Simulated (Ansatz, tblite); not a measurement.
# [WOS3]2- (WS₃O (-2)): spin states and exact exchange

Aim: set other spin states of [WOS3]2- (WS₃O (-2)) against its singlet, on many levels of theory.

Computed with Ansatz 0.2.0, Gaussian basis. Level: as each input shows.

Plan: triplet, at the geometry of the singlet (GFN1-xTB, GFN2-xTB, PBE0-D4/def2-TZVPD, PBE-D4/def2-TZVPD, r2SCAN-D4/def2-TZVPD); the singlet's energies come from earlier runs.

## Step 1: The geometry

The geometry is that of the singlet, from an earlier relaxation (PBE0-D4/def2-SVPD).

5 atoms, charge -2, spin multiplicity 1.

Bond lengths: W1–O2 1.736 Å, W1–S3 2.244 Å, W1–S4 2.244 Å, W1–S5 2.244 Å. Angles: O2–W1–S3 108.1°, O2–W1–S4 108.1°, O2–W1–S5 108.1°, S3–W1–S4 110.9°, S3–W1–S5 110.9°, S4–W1–S5 110.9°.

Geometry (Å):

```xyz
5
OS3W
W     0.0003   -0.0006    0.0700
O     0.0087   -0.0157    1.8058
S     2.1303    0.0101   -0.6355
S    -1.0737    1.8506   -0.6041
S    -1.0657   -1.8444   -0.6362
```

Formally the metal is d0. W takes a core potential in the def2 sets. No spin-orbit coupling is included. The ion is computed in the gas phase, without counter-ions or solvent.

## Step 2: Triplet at the fixed geometry, GFN1-xTB

Tight binding, by tblite at 300 K electronic temperature and without a spin-polarisation term:

```python
tblite.interface.Calculator('GFN1-xTB', numbers, positions, charge=-2, uhf=2).singlepoint()
```

Energy -500.2380 eV; 0.005 s.

## Step 3: Triplet at the fixed geometry, GFN2-xTB

Tight binding, by tblite at 300 K electronic temperature and without a spin-polarisation term:

```python
tblite.interface.Calculator('GFN2-xTB', numbers, positions, charge=-2, uhf=2).singlepoint()
```

Energy -454.0216 eV; 0.007 s.

## Step 4: Triplet at the fixed geometry, PBE0-D4/def2-TZVPD

Input file in.yaml:

```yaml
crystal:
  periodic: [false, false, false]
  atoms:
    - {symbol: W, position_ang: [0.000329, -0.000607, 0.069993]}
    - {symbol: O, position_ang: [0.008707, -0.015705, 1.805811]}
    - {symbol: S, position_ang: [2.130321, 0.010141, -0.635514]}
    - {symbol: S, position_ang: [-1.073664, 1.850583, -0.604066]}
    - {symbol: S, position_ang: [-1.065703, -1.844401, -0.636224]}
basis:
  gaussian: {orbitals: def2-TZVPD}
total_charge: -2
magnetization: {spin_polarized: true, initial_magnetization: 2}
hamiltonian: {xc: pbe0, dispersion: d4}
scf: {omitted_lower_state_checks: [starts]}
output: {orbitals: {seedname: orbitals}}
```

The run is started by

```
$ ansatz run in.yaml --threads 4 --pin off --events-out ev --progress --plain --max-ram 3916MiB
```

The log of the run:

```text
Functional definition: PBE0
  name "PBE0"
  cite "Adamo & Barone, J. Chem. Phys. 110, 6158 (1999) doi:10.1063/1.478522"
  cite "Perdew, Burke & Ernzerhof, Phys. Rev. Lett. 77, 3865 (1996) doi:10.1103/PhysRevLett.77.3865"
  parent pbe
  parameter a = 0.25
  parameter kappa = 0.804
  parameter beta = 0.06672455060314922
  exchange = (1 - a)*pbe_x(kappa = kappa, mu = beta*pi^2/3) + a*exact_x
  correlation = pbe_c(beta = beta)
these checks for a lower state are left out or cut short: starts
1545 factors; their error is unknown
mean field evaluation 1: about -36356.9892 eV, gradient 4.9e1 eV
mean field evaluation 2: about -36194.0024 eV, gradient 2.0e2 eV
mean field evaluation 4: about -36367.1665 eV, gradient 2.8e1 eV
mean field evaluation 8: about -36371.1503 eV, gradient 3.4e-1 eV
mean field evaluation 16: about -36371.2622 eV, gradient 6.7e-2 eV
mean field evaluation 32: about -36371.2644 eV, gradient 2.2e-5 eV
mean field -36371.26442966 eV, -1336.6193144615 hartree, gradient 5.3e-6 eV, S^2 2.023998; 0 other end points of the search recorded, 0 dependent functions left out
reference -36371.26446408 eV, -1336.6193157263 hartree; 37, 35 occupied and 184, 186 virtual orbitals, 1545 factors
Total energy: -36371.52107026 eV, -1336.6287458295 hartree
Checks for a lower state left out: starts
```

Wall time 35 s (4 threads of Arm Neoverse V2, shared host); peak memory 1.4 GiB.

From the report: HOMO 4.37 eV, LUMO 3.20 eV (over both spins; with the spin held, an empty level of the minority spin lies below the top filled one); ⟨S²⟩ 2.024 (pure: 2.00). Doubts: highest occupied level lies above zero.

## Step 5: Triplet at the fixed geometry, PBE-D4/def2-TZVPD

start.molden holds the orbitals of an earlier run on this state, given as this run's starting guess.

Changes to in.yaml since step 4:

```diff
@@ -9,6 +9,6 @@
 basis:
-  gaussian: {orbitals: def2-TZVPD}
+  gaussian: {orbitals: def2-TZVPD, initial_orbitals: start.molden}
 total_charge: -2
 magnetization: {spin_polarized: true, initial_magnetization: 2}
-hamiltonian: {xc: pbe0, dispersion: d4}
+hamiltonian: {xc: pbe, dispersion: d4}
 scf: {omitted_lower_state_checks: [starts]}
```

Launched as before.

The log of the run:

```text
Functional definition: PBE
  name "PBE"
  cite "Perdew, Burke & Ernzerhof, Phys. Rev. Lett. 77, 3865 (1996) doi:10.1103/PhysRevLett.77.3865"
  parent pbe
  parameter kappa = 0.804
  parameter beta = 0.06672455060314922
  exchange = pbe_x(kappa = kappa, mu = beta*pi^2/3)
  correlation = pbe_c(beta = beta)
these checks for a lower state are left out or cut short: starts
1409 factors; their error is unknown
mean field evaluation 1: about -36370.8899 eV, gradient 1.0e1 eV
mean field evaluation 2: about -36371.1189 eV, gradient 5.2e-1 eV
mean field evaluation 4: about -36371.1502 eV, gradient 9.4e-3 eV
mean field evaluation 8: about -36371.1366 eV, gradient 2.2e-5 eV
mean field evaluation 16: about -36371.1366 eV, gradient 1.2e-5 eV
mean field -36371.13656073 eV, -1336.6146153651 hartree, gradient 6.0e-6 eV, S^2 2.007411; 0 other end points of the search recorded, 0 dependent functions left out
reference -36371.13660516 eV, -1336.6146169977 hartree; 37, 35 occupied and 184, 186 virtual orbitals, 1409 factors
Total energy: -36371.43094214 eV, -1336.6254336823 hartree
Checks for a lower state left out: starts
```

Run time: 17 s. Hardware: 4 threads of Arm Neoverse V2, shared host; peak memory 0.74 GiB.

From the report: HOMO 4.64 eV, LUMO 2.08 eV (over both spins; with the spin held, an empty level of the minority spin lies below the top filled one); ⟨S²⟩ 2.007 (pure: 2.00). Doubts: highest occupied level lies above zero.

## Step 6: Triplet at the fixed geometry, r2SCAN-D4/def2-TZVPD

Changes to in.yaml since step 5:

```diff
@@ -12,3 +12,3 @@
 magnetization: {spin_polarized: true, initial_magnetization: 2}
-hamiltonian: {xc: pbe, dispersion: d4}
+hamiltonian: {xc: r2scan, dispersion: d4}
 scf: {omitted_lower_state_checks: [starts]}
```

Launched as before.

The log of the run, shortened:

```text
Functional definition: r2SCAN
  name "r2SCAN"
  cite "Furness, Kaplan, Ning, Perdew & Sun, J. Phys. Chem. Lett. 11, 8208 (2020) doi:10.1021/acs.jpclett.0c02405"
  cite "Furness, Kaplan, Ning, Perdew & Sun, J. Phys. Chem. Lett. 11, 9248 (2020) doi:10.1021/acs.jpclett.0c03077"
  parent r2scan
[...]
1409 factors; their error is unknown
[...]
mean field -36383.47775874 eV, -1337.0681460269 hartree, gradient 9.5e-6 eV, S^2 2.017136; 0 other end points of the search recorded, 0 dependent functions left out
reference -36383.47781043 eV, -1337.0681479264 hartree; 37, 35 occupied and 184, 186 virtual orbitals, 1409 factors
Total energy: -36383.54261002 eV, -1337.0705292674 hartree
Checks for a lower state left out: starts
```

Wall time 48 s (4 threads of Arm Neoverse V2, shared host); peak memory 0.82 GiB.

From the report: HOMO 4.72 eV, LUMO 2.28 eV (over both spins; with the spin held, an empty level of the minority spin lies below the top filled one); ⟨S²⟩ 2.017 (pure: 2.00). Doubts: highest occupied level lies above zero.

## Step 7: Triplet less singlet, vertical

The singlet's energies are those of its earlier runs, whose logs aren't repeated here.

```
               level  triplet less singlet, vertical (kcal/mol)     time
            GFN1-xTB                                      +81.0  0.016 s
            GFN2-xTB                                      +59.2  0.013 s
   PBE-D4/def2-TZVPD                                      +56.4     20 s
r2SCAN-D4/def2-TZVPD                                      +60.5     54 s
  PBE0-D4/def2-TZVPD                                      +61.3     39 s
```

Times add the two runs; a level without a time comes out of a correlated run. Tight binding without a spin term can't rank spin states.

## Step 8: Results

```
                                                 quantity                                       value
triplet less singlet, vertical, functionals in def2-TZVPD  +56.4 (PBE-D4) to +61.3 kcal/mol (PBE0-D4)
```

In words: All functionals put the triplet above the singlet, over a spread of 4.8 kcal/mol. The checks for a lower triplet were left out, so another state of that spin may lie lower. The singlet here is a closed shell; an open-shell singlet can lie lower. These are electronic energies, without zero-point motion, entropy or surroundings. Spin-orbit coupling is left out too; for so heavy a metal it can shift spin gaps by tenths of an eV.

A small anion of this charge may not be bound in the gas phase; the finite basis can hold electrons that would leave.
